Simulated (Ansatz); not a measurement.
What does this script print? It uses the Python package of Ansatz (0.2.0).

The script reads `ch4as.xyz`:
```text
6

C     0.05230   -0.40410   -0.40930
As    0.31280    0.09600    1.46640
H    -1.10470   -0.22920   -0.67400
H     0.37250   -1.40310   -0.60270
H     0.61100    0.30060   -1.08680
H    -0.20180    1.57580    1.26030
```

`tae_ch4as.py`
```python
"""Energy to split CH4As into its atoms."""

from collections import Counter

import ansatz as az


def total_energy(molecule, charge=0, unpaired=0):
    calc = molecule.calculation().basis(gaussian="cc-pVDZ").functional("hf")
    if charge:
        calc = calc.charge(charge)
    if unpaired:
        calc = calc.spin("collinear", total=unpaired)
    return calc.run(threads=1).report["free_energy_ev"]


def main() -> None:
    mol = az.Crystal.molecule_from_extxyz("ch4as.xyz")

    # Hund ground states
    unpaired = {"C": 2, "As": 3, "H": 1}
    counts = Counter(site.symbol for site in mol.cartesian_sites)
    atom_energy = {s: total_energy(az.Crystal.molecule().atom(s, (0, 0, 0)), 0, unpaired[s]) for s in counts}
    whole = total_energy(mol, 0, 1)
    for s, e in atom_energy.items():
        print(f"{s:2s} x{counts[s]}  {e:14.5f} eV")
    print(f"CH4As: {whole:.5f} eV")
    split = sum(counts[s] * e for s, e in atom_energy.items()) - whole
    print(f"atomisation energy (no zero-point term): {split:.3f} eV, {split / sum(counts.values()):.3f} eV an atom")


if __name__ == "__main__":
    main()
```

```console
$ python tae_ch4as.py
C  x1     -1025.50311 eV
As x1    -60794.77786 eV
H  x4       -13.58606 eV
CH4As: -61887.92732 eV
atomisation energy (no zero-point term): 13.302 eV, 2.217 eV an atom
```

13.302 eV from the electronic energies, without the zero-point term.

These settings explore the input space; basis and method may be short of convergence. The geometry is a force-field or estimated start, not a minimum of this method, and the basis set is short of its limit. All parts are taken at fixed geometry, without zero-point energy. The species is open-shell (spin multiplicity 2). Hartree-Fock leaves correlation out, so bond, atomisation and ionisation energies come out well too low. Finished in 1.3 s on 1 thread of Arm Neoverse V2, on a shared host, peak memory 0.18 GiB.

(Lines on the test bed's own set-up are left out of the output.)
